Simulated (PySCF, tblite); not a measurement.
**Cl₃GeH₃OTi, a small molecule taken as a stand-in for a surface group (germyl): NMR shifts, core binding energies and electronic excitations**

What NMR shifts, core binding energies and electronic excitations should one expect for `[Cl][Ti]([Cl])([Cl])[O][GeH3]`?

Computed with tblite 0.8.0 and PySCF 2.14.0; each step states its level. No surroundings beyond the atoms listed, unless a continuum is named. Atoms count from 0, parts from 1.

### 1 The system as given

9 atoms, charge 0, multiplicity 1; geometry: distance geometry start.

### 2 Relaxing the cluster with GFN2-xTB

What the job is given:

```
{"job": {"kind": "relax", "xc": "GFN2-xTB", "basis": "xTB"}, "charge": 0, "multiplicity": 1}
Ge     0.652472     2.493521    -0.367728
O      0.018958     1.168262     0.775901
Ti    -1.761119     0.371779     0.692452
Cl    -1.598620    -1.842171     1.089658
Cl    -2.618430     0.718381    -1.370416
Cl    -3.114986     1.339333     2.218283
H     -0.222189     2.559459    -1.611251
H      0.651518     3.823958     0.304384
H      2.070268     2.137218    -0.779698
```

Method: GFN2-xTB geometry optimisation, gas phase.

Launch:

```bash
> OMP_NUM_THREADS=1 python cluster_run.py task.json out
```

This one command runs all jobs of the session in turn.

Standard output:

```text
step      E/eV     max force
  0    -626.46868    1.940
  1    -626.65649    1.730
  2    -627.19066    1.315
  3    -627.25190    0.692
  4    -627.33420    0.635
  5    -627.34604    0.457
  6    -627.36517    0.301
  7    -627.37886    0.381
  8    -627.38986    0.348
  9    -627.39533    0.167
 10    -627.39728    0.141
 11    -627.39877    0.180
 12    -627.40022    0.149
 13    -627.40160    0.127
 14    -627.40293    0.120
 15    -627.40450    0.137
 16    -627.40630    0.177
 17    -627.40771    0.127
 18    -627.40825    0.040
 19    -627.40837    0.036
 20    -627.40844    0.034
 21    -627.40858    0.042
 22    -627.40879    0.047
 23    -627.40901    0.047
 24    -627.40914    0.028
 25    -627.40919    0.020
 26    -627.40923    0.022
 27    -627.40929    0.027
 28    -627.40944    0.056
 29    -627.40974    0.088
 30    -627.41023    0.107
 31    -627.41078    0.085
 32    -627.41120    0.052
 33    -627.41151    0.049
 34    -627.41184    0.079
 35    -627.41259    0.140
 36    -627.41401    0.203
 37    -627.41582    0.209
 38    -627.41769    0.127
 39    -627.41917    0.117
 40    -627.42000    0.114
 41    -627.42139    0.115
 42    -627.42547    0.235
 43    -627.43169    0.153
 44    -627.44220    0.121
 45    -627.45021    0.189
 46    -627.45338    0.146
 47    -627.45681    0.092
 48    -627.45840    0.097
 49    -627.45923    0.092
 50    -627.46022    0.084
 51    -627.46135    0.087
 52    -627.46265    0.110
 53    -627.46375    0.133
 54    -627.46492    0.126
 55    -627.46595    0.094
 56    -627.46667    0.060
 57    -627.46701    0.045
 58    -627.46719    0.039
 59    -627.46734    0.039
 60    -627.46758    0.053
 61    -627.46803    0.081
 62    -627.46873    0.106
 63    -627.46951    0.096
 64    -627.47000    0.054
 65    -627.47019    0.029
 66    -627.47031    0.034
 67    -627.47052    0.042
 68    -627.47085    0.056
 69    -627.47122    0.050
 70    -627.47147    0.042
 71    -627.47159    0.036
 72    -627.47168    0.030
 73    -627.47183    0.036
 74    -627.47212    0.073
 75    -627.47270    0.115
 76    -627.47379    0.154
 77    -627.47539    0.178
 78    -627.47713    0.140
 79    -627.47858    0.089
 80    -627.47971    0.108
 81    -627.48087    0.146
 82    -627.48257    0.160
 83    -627.48441    0.160
 84    -627.48725    0.133
 85    -627.49105    0.141
 86    -627.49280    0.160
 87    -627.49509    0.129
 88    -627.49611    0.068
 89    -627.49677    0.060
 90    -627.49740    0.060
 91    -627.49775    0.030
 92    -627.49790    0.030
 93    -627.49806    0.029
 94    -627.49820    0.031
 95    -627.49834    0.030
 96    -627.49847    0.036
 97    -627.49861    0.027
 98    -627.49872    0.030
 99    -627.49883    0.015
100    -627.49887    0.021
101    -627.49890    0.014
102    -627.49892    0.016
103    -627.49894    0.013
104    -627.49896    0.008
105    -627.49898    0.011
106    -627.49899    0.011
107    -627.49900    0.010
108    -627.49900    0.004
```

Wall time 1.4 s (1 thread of Arm Neoverse V2, shared host).

Step by step:

| step | energy from step 0 (eV) | largest force (eV/Å) |
| --- | --- | --- |
| 0 | 0.0000 | 1.9402 |
| 4 | -0.8655 | 0.6350 |
| 8 | -0.9212 | 0.3482 |
| 12 | -0.9315 | 0.1489 |
| 16 | -0.9376 | 0.1776 |
| 20 | -0.9398 | 0.0341 |
| 24 | -0.9405 | 0.0286 |
| 28 | -0.9408 | 0.0558 |
| 32 | -0.9425 | 0.0525 |
| 36 | -0.9453 | 0.2029 |
| 40 | -0.9513 | 0.1146 |
| 44 | -0.9735 | 0.1213 |
| 48 | -0.9897 | 0.0971 |
| 52 | -0.9940 | 0.1098 |
| 56 | -0.9980 | 0.0603 |
| 60 | -0.9989 | 0.0528 |
| 64 | -1.0013 | 0.0545 |
| 68 | -1.0022 | 0.0560 |
| 72 | -1.0030 | 0.0306 |
| 76 | -1.0051 | 0.1540 |
| 80 | -1.0110 | 0.1072 |
| 84 | -1.0186 | 0.1330 |
| 88 | -1.0274 | 0.0683 |
| 92 | -1.0292 | 0.0295 |
| 96 | -1.0298 | 0.0363 |
| 100 | -1.0302 | 0.0201 |
| 104 | -1.0303 | 0.0085 |
| 108 | -1.0303 | 0.0045 |

Close pairs (by a distance rule), those that changed most:

| bond | before (Å) | after (Å) | change (Å) |
| --- | --- | --- | --- |
| O1–Ti2 | 1.952 | 1.692 | -0.260 |
| Ti2–Cl5 | 2.258 | 2.121 | -0.137 |
| Ti2–Cl3 | 2.255 | 2.121 | -0.134 |
| Ti2–Cl4 | 2.261 | 2.133 | -0.128 |
| Ge0–O1 | 1.862 | 1.752 | -0.110 |
| Ge0–H7 | 1.491 | 1.512 | +0.021 |
| Ge0–H6 | 1.522 | 1.512 | -0.010 |
| Ge0–H8 | 1.519 | 1.512 | -0.007 |

### 3 Optimising the geometry at PBE0-D3(BJ)/def2-SVP

What the job is given:

```
{"job": {"xc": "PBE0", "basis": "def2-SVP", "d3": "d3bj", "grid": 2, "kind": "geom", "shake": 0.01}, "charge": 0, "multiplicity": 1}
Ge     1.166653     0.833305    -0.594585
O      0.752579    -0.292493     0.664816
Ti    -0.860823    -0.842587     0.693008
Cl    -1.034394    -2.922447     0.379423
Cl    -1.933960     0.048653    -0.907946
Cl    -1.936164    -0.298971     2.436246
H      0.962163     0.182251    -1.937367
H      0.321981     2.105390    -0.404359
H      2.606213     1.163752    -0.337786
```

Standard output:

```text
step   0  E = -4382.50818679  max force = 0.042216
step   1  E = -4382.52364676  max force = 0.015419
step   2  E = -4382.52565079  max force = 0.006571
step   3  E = -4382.52811317  max force = 0.003196
step   4  E = -4382.52853521  max force = 0.001742
step   5  E = -4382.52882804  max force = 0.001775
step   6  E = -4382.50307567  max force = 0.039884
step   7  E = -4382.52455378  max force = 0.020002
step   8  E = -4382.52880159  max force = 0.006264
step   9  E = -4382.52918140  max force = 0.001738
step  10  E = -4382.52923115  max force = 0.001247
step  11  E = -4382.52925679  max force = 0.000754
step  12  E = -4382.52926224  max force = 0.000271
optimisation converged
```

Run time: 3.8 min. Hardware: 1 thread of Arm Neoverse V2, shared host; peak memory 0.76 GiB.

Along the way: (the energy doesn't fall at every step)

| step | energy from step 0 (eV) | largest force component (eV/Å) |
| --- | --- | --- |
| 0 | 0.0000 | 2.1708 |
| 1 | -0.4207 | 0.7929 |
| 2 | -0.4752 | 0.3379 |
| 3 | -0.5422 | 0.1643 |
| 4 | -0.5537 | 0.0896 |
| 5 | -0.5617 | 0.0913 |
| 6 | 0.1391 | 2.0509 |
| 7 | -0.4454 | 1.0285 |
| 8 | -0.5610 | 0.3221 |
| 9 | -0.5713 | 0.0894 |
| 10 | -0.5726 | 0.0641 |
| 11 | -0.5733 | 0.0388 |
| 12 | -0.5735 | 0.0139 |

Close pairs (by a distance rule), those that changed most:

| bond | before (Å) | after (Å) | change (Å) |
| --- | --- | --- | --- |
| Ti2–Cl3 | 2.111 | 2.182 | +0.071 |
| Ge0–O1 | 1.739 | 1.808 | +0.069 |
| Ti2–Cl5 | 2.119 | 2.181 | +0.062 |
| Ti2–Cl4 | 2.123 | 2.182 | +0.059 |
| Ge0–H8 | 1.499 | 1.532 | +0.033 |
| Ge0–H6 | 1.506 | 1.533 | +0.026 |
| O1–Ti2 | 1.705 | 1.714 | +0.009 |
| Ge0–H7 | 1.539 | 1.533 | -0.006 |

The end geometry stands in the next job.

| at the end point | value |
| --- | --- |
| point group (found at 0.08 Å tolerance) | C1 |
| rotational constants (GHz, main isotopes) | 1.127, 0.481, 0.477 |
| dipole moment (D) | 4.28 |

### 4 Shielding tensors: PBE0/pcSseg-1

What the job is given:

```
{"job": {"kind": "nmr", "xc": "PBE0", "basis": "pcSseg-1"}, "charge": 0, "multiplicity": 1}
Ge     1.398131     0.959428    -0.678168
O      0.269470    -0.126590     0.224850
Ti    -1.198271    -0.897168     0.658670
Cl    -0.955944    -3.058230     0.483827
Cl    -2.716037    -0.187463    -0.739888
Cl    -1.731971    -0.335687     2.697751
H      1.506195     0.369568    -2.088586
H      0.751306     2.348655    -0.658698
H      2.721372     0.904420     0.091666
```

With the program's defaults for keys left out, this is: GIAO PBE0/pcSseg-1 NMR shielding, non-relativistic, gas phase.

Standard output:

```text
coarse grid: 46416 points
cycle   1  E = -4382.6657769725  dE = -2.457e-01  |g| = 1.465e+00  |ddm| = 3.305e+00
cycle   2  E = -4371.4504730678  dE =  1.122e+01  |g| = 8.649e+00  |ddm| = 3.459e+00
cycle   3  E = -4382.8663193599  dE = -1.142e+01  |g| = 1.014e+00  |ddm| = 2.874e+00
cycle   4  E = -4382.9527093932  dE = -8.639e-02  |g| = 4.737e-01  |ddm| = 6.671e-01
cycle   5  E = -4382.9941884482  dE = -4.148e-02  |g| = 1.359e-01  |ddm| = 3.383e-01
cycle   6  E = -4382.9978867011  dE = -3.698e-03  |g| = 3.320e-02  |ddm| = 1.100e-01
cycle   7  E = -4382.9980258012  dE = -1.391e-04  |g| = 1.377e-02  |ddm| = 1.893e-02
cycle   8  E = -4382.9980620492  dE = -3.625e-05  |g| = 1.044e-03  |ddm| = 9.216e-03
cycle   9  E = -4382.9980622935  dE = -2.443e-07  |g| = 3.063e-04  |ddm| = 1.015e-03
final grid: 88856 points
cycle  10  E = -4382.9979294939  dE = -1.544e-08  |g| = 5.804e-04  |ddm| = 1.046e-03
cycle  11  E = -4382.9979289478  dE =  5.461e-07  |g| = 1.731e-03  |ddm| = 1.479e-03
cycle  12  E = -4382.9979295543  dE = -6.065e-07  |g| = 2.552e-04  |ddm| = 1.097e-03
cycle  13  E = -4382.9979295702  dE = -1.590e-08  |g| = 1.484e-05  |ddm| = 2.243e-04
cycle  14  E = -4382.9979295702  dE = -3.638e-11  |g| = 7.409e-06  |ddm| = 1.748e-05
converged SCF energy = -4382.9979295702

GIAO shielding tensors (ppm)
atom      isotropic    diamagn.    paramagn.     s11        s22        s33       span
  0 Ge    1362.488    2754.768   -1392.281   1237.674   1252.494   1597.295    359.622
  1 O     -145.302     412.990    -558.292   -373.378   -322.293    259.766    633.144
  2 Ti    -657.996    1606.620   -2264.616   -921.340   -533.340   -519.308    402.031
  3 Cl     183.578    1148.969    -965.391   -412.113     13.213    949.634   1361.747
  4 Cl     202.645    1149.365    -946.720   -365.241      4.995    968.181   1333.422
  5 Cl     184.644    1148.980    -964.336   -410.803     14.783    949.953   1360.756
  6 H       25.674      27.271      -1.597     20.191     21.927     34.903     14.711
  7 H       25.626      27.316      -1.690     20.187     21.918     34.774     14.586
  8 H       26.008      26.963      -0.955     20.278     22.004     35.742     15.464
```

It took 39 s on 1 thread of Arm Neoverse V2, shared host; peak memory 1.1 GiB.

The references, computed at this level on geometries of the same kind, shield at (ppm): ¹H TMS 31.27, ¹⁷O H2O 334.6, ⁷³Ge GeMe4 1330, ³⁵Cl HCl 943. Their shielding less the atom's gives the shift. The references are single molecules in the gas phase, so shifts against H2O, NH3, PH3, H3PO4 or CFCl3 are not on the usual liquid scales and can be off by tens of ppm.

| atoms | environment | σ (ppm) | δ (ppm) |
| --- | --- | --- | --- |
| H7 | hydrogen on a germanium bonded to O | 25.63 | 5.64 |
| H6 | hydrogen on a germanium bonded to O | 25.67 | 5.59 |
| H8 | hydrogen on a germanium bonded to O | 26.01 | 5.26 |
| Ge0 | germanium bonded to O, 3 H | 1362 | -32 |
| O1 | oxygen bonded to Ge, Ti | -145.3 | 479.9 |
| Ti2 | Ti bonded to 3 Cl, O | -658 | – |
| Cl3 | chlorine bonded to Ti | 184 | 760 |
| Cl5 | chlorine bonded to Ti | 185 | 759 |
| Cl4 | chlorine bonded to Ti | 203 | 741 |

Charges from the same density, by scheme (e):

| atoms | Mulliken | IAO | Hirshfeld | ESP fit |
| --- | --- | --- | --- | --- |
| Ge0 | 0.55 | 0.73 | 0.45 | 0.40 |
| O1 | -0.84 | -0.66 | -0.32 | -0.27 |
| Ti2 | 1.18 | 1.20 | 0.47 | 0.45 |
| Cl3 | -0.31 | -0.35 | -0.16 | -0.16 |
| Cl4 | -0.31 | -0.35 | -0.16 | -0.17 |
| Cl5 | -0.31 | -0.35 | -0.16 | -0.16 |

Mayer bond orders: Ge0–O1 0.62, O1–Ti2 1.11, Ti2–Cl3 1.11, Ti2–Cl4 1.11, Ti2–Cl5 1.11.

(Part 1 of 2 ends here.)
